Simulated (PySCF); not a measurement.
# C2H6Se (SeMe2): the cost of one run

Programs: PySCF 2.14.0, with routines of our own; each step states its level. All values are computed. Atoms count from 0.

3 further runs of the same task are left out: 3 for a basis unfit for spin-orbit shieldings.

### 1 The starting structure

9 atoms, charge 0, multiplicity 1; geometry from: GFN2-xTB.

### 2 NMR shieldings: PBE0/x2c-SVPall-2c Se:us-x2c-SVPall-2c, spin-free

The job: settings as JSON, then the geometry in Å.

```
{"job": {"xc": "PBE0", "basis": {"default": "x2c-SVPall-2c", "Se": "us-x2c-SVPall-2c"}, "rel": "sf", "kind": "hnmr"}, "charge": 0, "multiplicity": 1}
Se    -0.000170    -0.000900    -1.301860
C      1.460270    -0.014980    -0.006060
H      1.395910    -0.918220     0.596060
H      1.389050     0.869340     0.623050
H      2.394000    -0.003240    -0.560630
C     -1.460380     0.015350    -0.006030
H     -1.399280     0.920840     0.593370
H     -1.386750    -0.867120     0.625100
H     -2.392660    -0.001060    -0.563000
```

With the program's defaults for keys left out, this is: PBE0/x2c-SVPall-2c Se:us-x2c-SVPall-2c GIAO NMR shielding, spin-free X2C, Gaussian nuclei, gas phase.

Run with:

```bash
$ OMP_NUM_THREADS=1 python heavy_run.py task.json out
```

This one command runs all jobs of the session in turn.

Q: Estimate the wall time and peak memory of this first job on 1 thread of Arm Neoverse V1, shared host.

About 8.1 s, with a peak of 0.61 GiB.
